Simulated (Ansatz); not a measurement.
The same path of a periodic cell of 21 atoms, HfW8C8Cl4 (surface WC(001), adsorbate HfCl4) was run twice with different band settings.

All numbers below come from DFT PBEsol, scalar-relativistic, plane waves, PAW (Ansatz). Settings: PAW set soft_1, cutoff 420 eV, k mesh 4x4x1, gaussian smearing 0.15 eV, no spin polarisation.

Relaxed end points:

```xyz
21
Lattice="5.7251 0.0000 0.0000 -2.8625 4.9581 0.0000 0.0000 0.0000 17.2107" Properties=species:S:1:pos:R:3
W 0.000 0.000 1.000
C 1.431 0.826 2.320
W 0.000 0.000 3.861
C 1.431 0.827 4.985
W -1.431 2.479 1.000
C 0.000 3.306 2.319
W -1.431 2.479 3.859
C 0.000 3.304 4.984
W 2.863 0.000 1.000
C 4.294 0.826 2.319
W 2.863 0.000 3.861
C 4.295 0.828 4.984
W 1.431 2.479 1.000
C 2.863 3.306 2.319
W 1.432 2.479 3.860
C 2.864 3.305 4.986
Hf -1.943 3.733 10.005
Cl 0.315 4.149 10.031
Cl -2.710 5.898 9.994
Cl -2.546 2.638 8.081
Cl -2.562 2.676 11.953
```

```xyz
21
Lattice="5.7251 0.0000 0.0000 -2.8625 4.9581 0.0000 0.0000 0.0000 17.2107" Properties=species:S:1:pos:R:3
W 0.000 0.000 1.000
C 1.431 0.827 2.319
W 0.000 0.000 3.859
C 1.431 0.825 4.984
W -1.431 2.479 1.000
C 0.000 3.305 2.320
W -1.431 2.479 3.861
C 0.000 3.306 4.985
W 2.863 0.000 1.000
C 4.294 0.826 2.319
W 2.863 0.000 3.860
C 4.295 0.826 4.986
W 1.431 2.479 1.000
C 2.863 3.305 2.319
W 1.432 2.479 3.861
C 2.864 3.307 4.984
Hf -3.375 6.212 10.005
Cl -1.116 6.628 10.031
Cl -4.142 8.377 9.994
Cl -3.977 5.117 8.081
Cl -3.993 5.155 11.953
```

Common settings: spring 5.0 eV/Å²; optimiser quadratic models (default); force threshold 0.05 eV/Å; end points relaxed; atoms held 1, 5, 9, 13.

| run | movable images | climbing image | start path | iteration limit |
| --- | --- | --- | --- | --- |
| 1 | 5 | yes | straight line | 38 |
| 2 | 2 | no | default | 50 |

Q: What does each run give, and how far can it be trusted?

A: Run 1: converged after 1 iterations, highest image 0.003 eV above the first end. The top lies less than 8 meV above the higher end, about what the thresholds resolve: the motion is nearly free. By the program's own check the climbing image is of a kind that is not told: the force calls were inconclusive, a negative curvature could not be distinguished from the path's own, the only one lies far off the path, or fixed occupations may fill a level only in part (lowest curvatures found: -0.00 and 0.00 eV/Å²).
Run 2: converged after 1 iterations, highest image 0.003 eV above the first end. The top lies less than 8 meV above the higher end, about what the thresholds resolve: the motion is nearly free. No image climbed, so the highest image needn't sit at the top of the path.
Limits of this set-up: coarse k mesh, slab without dipole correction, no dispersion correction for a molecule that may bind weakly, PAW files made for another functional, a typed lattice constant that wasn't relaxed here.
